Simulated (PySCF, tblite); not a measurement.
# C₂H₄AsGe radical: geometry, infrared bands and EPR parameters

Aim: predict the infrared bands and EPR parameters of C₂H₄AsGe radical (`C#[C][GeH2][AsH]`).

Programs: tblite 0.8.0 and PySCF 2.14.0, with density-fitted response routines of our own. Each step states its level of theory. These are calculated values for one molecule in the gas phase, unless marked as measured. Atoms are numbered from 0 throughout.

### Step 1. The molecule as given

8 atoms, charge 0, multiplicity 2; geometry from: force field or distance geometry start.

Bonds of the start (Å): C0–C1 1.22, C1–Ge2 1.89, Ge2–As3 2.42, C0–H4 1.07, Ge2–H5 1.54, Ge2–H6 1.55, As3–H7 1.58.

### Step 2. Optimising the geometry with GFN2-xTB

Job settings and geometry (Å):

```
{"job": {"kind": "relax", "xc": "GFN2-xTB", "basis": "xTB"}, "charge": 0, "multiplicity": 2}
C      2.459100     0.164100     0.122000
C      1.267500    -0.104500     0.056900
Ge    -0.562700    -0.561000    -0.046600
As    -1.715000     1.544700    -0.367700
H      3.496500     0.408300     0.163900
H     -0.976900    -1.204100     1.291000
H     -0.738200    -1.509400    -1.262400
H     -3.221200     1.271300     0.018400
```

The run is started by

```console
> OMP_NUM_THREADS=1 python probes_run.py task.json out
```

This one command runs all jobs of the session in turn.

The log of the run:

```text
step      E/eV     max force
  0    -285.35143    2.219
  1    -285.32536    4.841
  2    -285.42611    0.651
  3    -285.45397    0.599
  4    -285.52597    1.230
  5    -285.54588    0.735
  6    -285.57418    0.383
  7    -285.57942    0.356
  8    -285.58218    0.162
  9    -285.58361    0.159
 10    -285.58739    0.358
 11    -285.59150    0.433
 12    -285.59452    0.240
 13    -285.59546    0.089
 14    -285.59585    0.084
 15    -285.59629    0.145
 16    -285.59703    0.165
 17    -285.59805    0.129
 18    -285.59908    0.113
 19    -285.59975    0.079
 20    -285.60003    0.059
 21    -285.60014    0.033
 22    -285.60024    0.037
 23    -285.60037    0.065
 24    -285.60054    0.082
 25    -285.60071    0.060
 26    -285.60086    0.044
 27    -285.60102    0.065
 28    -285.60126    0.121
 29    -285.60162    0.153
 30    -285.60206    0.128
 31    -285.60246    0.062
 32    -285.60278    0.060
 33    -285.60306    0.103
 34    -285.60336    0.112
 35    -285.60359    0.072
 36    -285.60371    0.023
 37    -285.60376    0.024
 38    -285.60379    0.036
 39    -285.60387    0.042
 40    -285.60398    0.042
 41    -285.60413    0.048
 42    -285.60424    0.033
 43    -285.60429    0.023
 44    -285.60432    0.017
 45    -285.60434    0.019
 46    -285.60440    0.033
 47    -285.60448    0.049
 48    -285.60459    0.064
 49    -285.60468    0.049
 50    -285.60473    0.018
 51    -285.60476    0.020
 52    -285.60481    0.037
 53    -285.60491    0.073
 54    -285.60511    0.102
 55    -285.60536    0.098
 56    -285.60551    0.056
 57    -285.60555    0.024
 58    -285.60557    0.023
 59    -285.60559    0.021
 60    -285.60563    0.014
 61    -285.60567    0.017
 62    -285.60571    0.017
 63    -285.60573    0.014
 64    -285.60575    0.017
 65    -285.60578    0.017
 66    -285.60581    0.016
 67    -285.60585    0.016
 68    -285.60589    0.017
 69    -285.60595    0.017
 70    -285.60602    0.015
 71    -285.60606    0.014
 72    -285.60607    0.011
 73    -285.60607    0.009
```

Run time: 0.22 s. Hardware: 1 thread of Arm Neoverse V2, shared host.

Step by step: (not every step is listed) (the energy doesn't fall at every step)

```tsv
step	energy from step 0 (eV)	largest force (eV/Å)
0	0.0000	2.2189
1	0.0261	4.8411
2	-0.0747	0.6514
3	-0.1025	0.5986
4	-0.1745	1.2303
5	-0.1945	0.7347
6	-0.2228	0.3828
7	-0.2280	0.3561
8	-0.2308	0.1622
14	-0.2444	0.0835
20	-0.2486	0.0595
26	-0.2494	0.0443
32	-0.2514	0.0597
38	-0.2524	0.0361
44	-0.2529	0.0175
50	-0.2533	0.0185
56	-0.2541	0.0559
62	-0.2543	0.0166
68	-0.2545	0.0170
69	-0.2545	0.0167
70	-0.2546	0.0150
71	-0.2546	0.0142
72	-0.2546	0.0110
73	-0.2546	0.0091
```

Close pairs (by a distance rule), those that changed most:

```tsv
bond	before (Å)	after (Å)	change (Å)
As3–H7	1.579	1.513	-0.066
Ge2–As3	2.422	2.362	-0.060
Ge2–H6	1.552	1.520	-0.032
Ge2–H5	1.541	1.520	-0.021
C0–C1	1.223	1.203	-0.020
C1–Ge2	1.889	1.905	+0.016
C0–H4	1.067	1.053	-0.013
```

The final coordinates are the input of the step that follows.

### Step 3. Infrared spectrum with GFN2-xTB

Job settings and geometry (Å):

```
{"job": {"kind": "ir", "xc": "GFN2-xTB", "basis": "xTB"}, "charge": 0, "multiplicity": 2}
C      2.454810     0.122061     0.093705
C      1.272715    -0.097926     0.061801
Ge    -0.611827    -0.367529     0.000633
As    -1.779687     1.672213    -0.233967
H      3.492787     0.298852     0.127699
H     -0.918093    -1.165621     1.257139
H     -0.807918    -1.376090    -1.118869
H     -3.093729     0.923454    -0.212705
```

The log of the run:

```text
mode    cm-1     km/mol
  1      69.8      0.17
  2     103.0      1.65
  3     195.7      0.74
  4     236.1      9.06
  5     266.0      3.71
  6     335.8     46.84
  7     502.4     51.15
  8     615.3      6.71
  9     627.7     72.63
 10     668.8      6.27
 11     682.8     51.39
 12     700.0    424.11
 13     844.7    307.09
 14    1812.6    294.92
 15    1851.7    789.11
 16    1858.3    567.62
 17    2184.0     10.52
 18    3338.4      1.54
```

It took 0.11 s on 1 thread of Arm Neoverse V2, shared host.

Which atoms move in the most intense modes:

```tsv
cm⁻¹	km/mol	atoms
502	51.1	C0 38 %, C1 32 %, Ge2 26 %
628	72.6	H7 49 %, H6 16 %, H5 15 %, H4 11 %
683	51.4	H4 71 %, C0 13 %
700	424.1	H5 31 %, H6 30 %, H7 18 %, H4 14 %
845	307.1	H5 49 %, H6 49 %
1813	294.9	H5 50 %, H6 47 %
1852	789.1	H7 96 %
1858	567.6	H6 51 %, H5 48 %
```

### Step 4. EPR parameters: B3LYP/def2-TZVP-core+pcH-1

The job, as its differences from that of step 3:

```diff
@@ -1,2 +1,2 @@
-{"job": {"kind": "ir", "xc": "GFN2-xTB", "basis": "xTB"}, "charge": 0, "multiplicity": 2}
+{"job": {"kind": "epr", "basis": "pcH-1"}, "charge": 0, "multiplicity": 2}
 C      2.454810     0.122061     0.093705
```

Method: UKS B3LYP, def2-TZVP-core on As Ge, pcH-1 on C H, non-relativistic, mean-field spin-orbit, GIAO.

The log of the run:

```text
UKS, coarse grid
  cycle   1  E = -4391.41312464  |g| = 1.90e+00
  cycle   2  E = -4391.36761604  |g| = 1.07e+00
  cycle   3  E = -4391.49272293  |g| = 5.03e-01
  cycle   4  E = -4391.53730536  |g| = 6.00e-02
  cycle   5  E = -4391.53782975  |g| = 2.31e-02
  cycle   6  E = -4391.53793564  |g| = 1.50e-02
  cycle   7  E = -4391.53804438  |g| = 1.50e-03
  cycle   8  E = -4391.53804443  |g| = 5.29e-04
UKS, final grid
  cycle   1  E = -4391.53805111  |g| = 3.49e-04
  cycle   2  E = -4391.53805109  |g| = 4.37e-04
  cycle   3  E = -4391.53805116  |g| = 7.07e-05
  cycle   4  E = -4391.53805116  |g| = 6.50e-05
  cycle   5  E = -4391.53805116  |g| = 1.56e-05
E = -4391.53805116 Eh   <S^2> = 0.7532 (exact 0.7500)
g shifts (ppm)      1          2          3
  rmc          -174       -174       -174
  gc            -22         46         41
  oz_so         279      36582      94856
  total          83      36455      94723
hyperfine (MHz)  atom isotope    a_iso     a_fc   dipolar eigenvalues
    0   13C      -0.76      -0.76     -0.50     -0.20      0.70
    1   13C      -1.48      -1.48     -0.39     -0.15      0.55
    2  73Ge      16.34      16.60     -0.62     -0.24      0.86
    3  75As     -15.48       2.60   -277.86   -266.23    544.09
    4    1H       0.30       0.29     -0.43     -0.32      0.75
    5    1H      53.08      53.07     -1.73     -1.42      3.14
    6    1H      54.13      54.12     -1.72     -1.42      3.14
    7    1H     -34.92     -35.79    -13.97      3.77     10.20
```

Wall time 3.4 min (1 thread of Arm Neoverse V2, shared host); peak memory 1.3 GiB.

Principal g values 2.00240, 2.03877, 2.09704; g(iso) = 2.04607, against 2.00232 for a free electron.

Hyperfine couplings; where a row names several nuclei, a(iso) is their mean (it holds for fast rotation or exchange) and the dipolar term the largest among them:

```tsv
nuclei	isotope	a(iso) (MHz)	a(iso) (G, at g = 2.0023)	largest dipolar term (MHz)
H5, H6	1H	53.6	19.1	3.1
H7	1H	-34.9	-12.5	-14.0
Ge2	73Ge	16.3	5.8	0.9
As3	75As	-15.5	-5.5	544.1
C1	13C	-1.5	-0.5	0.5
C0	13C	-0.8	-0.3	0.7
H4	1H	0.3	0.1	0.7
```

Mulliken spin populations:

```tsv
atom	value (e)
C0	0.00
C1	0.00
Ge2	-0.03
As3	1.01
H4	0.00
H5	0.03
H6	0.03
H7	-0.03
```

In first order the couplings over 0.8 MHz of 1H, 75As give 24 distinct lines over 67.3 G, if the averaged nuclei exchange fast.

Orbitals, density, ELF and potential are computed afterwards from the orbital file.

ELF in a plane through or near 6 of the atoms.

Values, 10 rows by 14 columns:
```
0.00 0.00 0.00 0.00 0.00 0.00 0.00 0.00 0.04 0.10 0.03 0.00 0.00 0.00
0.00 0.00 0.00 0.00 0.00 0.00 0.00 0.09 0.72 0.87 0.59 0.02 0.00 0.00
0.00 0.00 0.00 0.02 0.11 0.09 0.00 0.22 0.82 0.46 0.71 0.09 0.00 0.00
0.00 0.00 0.57 0.83 0.55 0.57 0.15 0.14 0.35 0.27 0.55 0.69 0.07 0.00
0.00 0.01 0.97 1.00 0.20 0.81 0.77 0.32 0.79 0.37 0.99 1.00 0.32 0.00
0.00 0.00 0.62 0.88 0.49 0.17 0.91 0.56 0.31 0.38 0.77 0.96 0.08 0.00
0.00 0.00 0.01 0.21 0.61 0.65 0.52 0.18 0.18 0.15 0.01 0.03 0.00 0.00
0.00 0.00 0.00 0.01 0.15 0.10 0.03 0.19 0.20 0.05 0.00 0.00 0.00 0.00
0.00 0.00 0.00 0.00 0.00 0.00 0.00 0.02 0.03 0.01 0.00 0.00 0.00 0.00
0.00 0.00 0.00 0.00 0.00 0.00 0.00 0.00 0.00 0.00 0.00 0.00 0.00 0.00
```
The map spans 12.1 Å across and 8.3 Å up, centred on the molecule. Atoms in the plane (x, y in Å): C0 (-2.4, 0.3), C1 (-1.3, 0.0), Ge2 (0.6, -0.4), As3 (1.9, 1.5), H4 (-3.5, 0.6), H7 (3.2, 0.7).

On the surface of density 0.002 e/bohr³ the electrostatic potential runs, from the 1st to the 99th percentile, from -0.82 V near C1 to 1.42 V near H4.

The spin density lies nearest to As3 79 %; H7 11 %.

### Step 5. Results

```
                                 quantity                   value
strongest single infrared mode (GFN2-xTB)   1852 cm⁻¹, 789 km/mol
             zero-point energy (GFN2-xTB)           24.1 kcal/mol
                           g(iso) (B3LYP)                 2.04607
                                     ⟨S²⟩      0.753 (exact 0.75)
       largest a(iso) (averaged by class)  1H on H5, H6, 53.6 MHz
    surface potential, 1st and 99th percentile      -0.82 V and 1.42 V
```

What this shows: Over 73 steps the energy fell by 0.255 eV; of the close pairs, As3–H7 changed most, 1.579 to 1.513 Å. All 18 modes are real, so the xTB geometry is a minimum. The strongest single mode, at 1852 cm⁻¹, moves mainly H7. GFN2-xTB is a fitted tight-binding method: band positions and strengths are rough. Its intensities can rank the bands wrongly. Most of the unpaired spin sits on As3 (1.01 e). The isotropic g lies 43.8 ppt above the free-electron value. The hyperfine terms hold no scalar relativity, which the heavier nuclei need.
